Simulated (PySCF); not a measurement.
# DyH4O2 (Dy(H2O)23+): the cost of one run

Method: TPSS, Dy lcecp-1-SVP with ECP55, O def2-SVP, H def2-SVP; scalar-relativistic core potentials, no spin–orbit coupling; program: PySCF 2.14.0.

4 further runs of the same task are left out: 2 for a known fault of the program, 1 that didn't finish, 1 set aside as unsound or not needed.

## 1. Starting geometry

7 atoms, charge 3, spin multiplicity 1.

Bond lengths: Dy1–O2 2.219 Å, Dy1–O5 2.220 Å, O2–H3 1.005 Å, O2–H4 1.004 Å, O5–H6 1.005 Å, O5–H7 1.004 Å. Angles: O2–Dy1–O5 112.9°, Dy1–O2–H3 127.8°, Dy1–O2–H4 129.5°, H3–O2–H4 102.8°, Dy1–O5–H6 127.8°, Dy1–O5–H7 129.4°, H6–O5–H7 102.7°.

As a file:

```xyz
7
charge 3, multiplicity 1
Dy    1.04376    0.17426   -0.00648
O    -0.16412    0.03455    1.84948
H     0.12692    0.23741    2.78976
H    -1.11888   -0.25133    1.96926
O    -0.16841   -0.08399   -1.84825
H     0.12770   -0.45450   -2.73446
H    -1.12733    0.15972   -2.01931
```

Formal oxidation states: Dy +3. Each metal's 9 4f electrons lie in its core potential, so multiplicities, spins and levels count the valence alone. An earlier session relaxed this geometry at TPSS, Dy lcecp-1-SVP with ECP55, O def2-SVP, H def2-SVP (singlet, point group C1).

Its energy there is -188.630153 Eh.

## 2. Atoms moved at random, σ = 0.06 Å

The input, run.py (the lines that set the calculation):

```python
mol = gto.M(atom='''
Dy     1.06319     0.21314    -0.00988
O     -0.07717     0.03651     1.81450
H      0.16476     0.26714     2.86606
H     -1.12828    -0.37801     2.02910
O     -0.20388    -0.10941    -1.93880
H      0.02395    -0.36698    -2.72528
H     -1.12293     0.15372    -2.03571''',
    basis={'Dy': 'lcecp-1-SVP', 'O': 'def2-SVP', 'H': 'def2-SVP'},
    ecp={'Dy': 'lcecp-1-SVP'},
    charge=3, spin=0)
mf = dft.RKS(mol, xc='TPSS')
mf.grids.atom_grid = (50, 194)  # f atoms: unpruned, at least (60, 302)
mf = mf.density_fit()  # fitting sets: Dy AutoAux, O def2-universal-JKFIT, H def2-universal-JKFIT
mf.conv_tol = 1e-08; mf.max_cycle = 55
mf.kernel(dm0)  # dm0: the density of the relaxed state
```

Started as:

```console
OMP_NUM_THREADS=2 python run.py
```

**Question.** How long does this run take on 2 threads of Arm Neoverse V2, shared host?

About 3.3 s.
